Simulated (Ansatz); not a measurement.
# N on Co (001)

This session takes Co and sets out to find where and how strongly N adsorbs.

Program: Ansatz 0.2.0. Level of theory: DFT PBEsol, scalar-relativistic, plane waves, PAW. These are calculated values, not measurements.

3 further runs of the same task are left out: 3 set aside as unsound or not needed.

**1. The system as given**

The structure is hexagonal, space group P-6m2 (No. 187). The conventional cell has a = 2.456 Å, b = 2.456 Å, c = 20.968 Å, α = 90.00°, β = 90.00°, γ = 120.00°. Co (site symmetry 3m) is surrounded by 9 Co at 2.41 to 2.46 Å. Around Co (site symmetry -6m2) lie 12 Co at 2.41 to 2.46 Å.

As a file:

```cif
data_structure
_symmetry_space_group_name_H-M 'P-6m2'
_symmetry_Int_Tables_number 187
_cell_length_a 2.4559
_cell_length_b 2.4559
_cell_length_c 20.9681
_cell_angle_alpha 90.000
_cell_angle_beta 90.000
_cell_angle_gamma 120.000
_cell_volume 109.52
loop_
_atom_site_label
_atom_site_type_symbol
_atom_site_symmetry_multiplicity
_atom_site_Wyckoff_symbol
_atom_site_fract_x
_atom_site_fract_y
_atom_site_fract_z
_atom_site_occupancy
Co1 Co 2 h 0.33333 0.66667 0.90679 1
Co2 Co 1 e 0.66667 0.33333 0.00000 1
```

Miller indices refer to the conventional cell of the relaxed bulk, P6_3/mmc (No. 194): a = 2.456 Å, b = 2.456 Å, c = 3.968 Å, α = 90.00°, β = 90.00°, γ = 120.00°.

This (001) slab, 4.0 Å thick as cut, with 17 Å of vacuum; its outer planes are Co (top) and Co (bottom), was relaxed beforehand with its lower half held: -15277.2938 eV, work function 5.12 eV.

**2. N at the top (Co) site**

input.yaml reads:

```yaml
crystal:
  lattice:
    - [2.4558559422, 0.0, 0.0]
    - [-1.2279279711, 2.1268336339, 0.0]
    - [0.0, 0.0, 22.9681373182]
  atoms:
    - { symbol: Co, position: [0.3333333333, 0.6666666667, 0.3700778989], spin: 1.94 }
    - { symbol: Co, position: [0.6666666667, 0.3333333333, 0.4551720029], spin: 1.89 }
    - { symbol: Co, position: [0.3333333333, 0.6666666667, 0.5402663418], spin: 1.94 }
    - { symbol: "N", position: [0.3333333333, 0.6666666667, 0.6264727229], spin: 3.0 }
basis:
  ecutwfc: 420
kpoints:
  mp_grid: { grid: [12, 12, 1] }
hamiltonian:
  xc: pbesol
scf:
  occupations: { method: gaussian, width: 0.1 }
output:
  forces: true
  eigenvalues: true
  populations: true
magnetization:
  spin_polarized: true
relax:
  adjacent_minimum: "off"
  f_tol: 0.03
  max_steps: 70
  constraints: [{ sites: [0] }]
efield:
  axis: 3
  dipole_correction: true
```

Further runs follow: start: N, hollow (nearest Co); N put at a bridge (Co-Co) site.

**Question.** What will these runs give? Wanted: N: lowest end.

As calculated:

```
     quantity                                                                 value
N: lowest end  E_ads -4.83 eV, from the bridge (Co-Co) start, 3 bonded, 1.07 Å high
```

What this shows: The strongest binding of N is 4.83 eV, a strong chemical bond when counted from the free atom, not from the element's molecule or solid; the ends span 1.37 eV. On the way to the lowest end the anchoring atom slid 0.7 Å from where it was put. It raises the work function by 2.10 eV, as a dipole layer with its negative end outwards does. A start on a symmetric site keeps its symmetry, so an end may be a saddle point and not a minimum. Semilocal functionals without U can misjudge the magnetic state of such a compound.
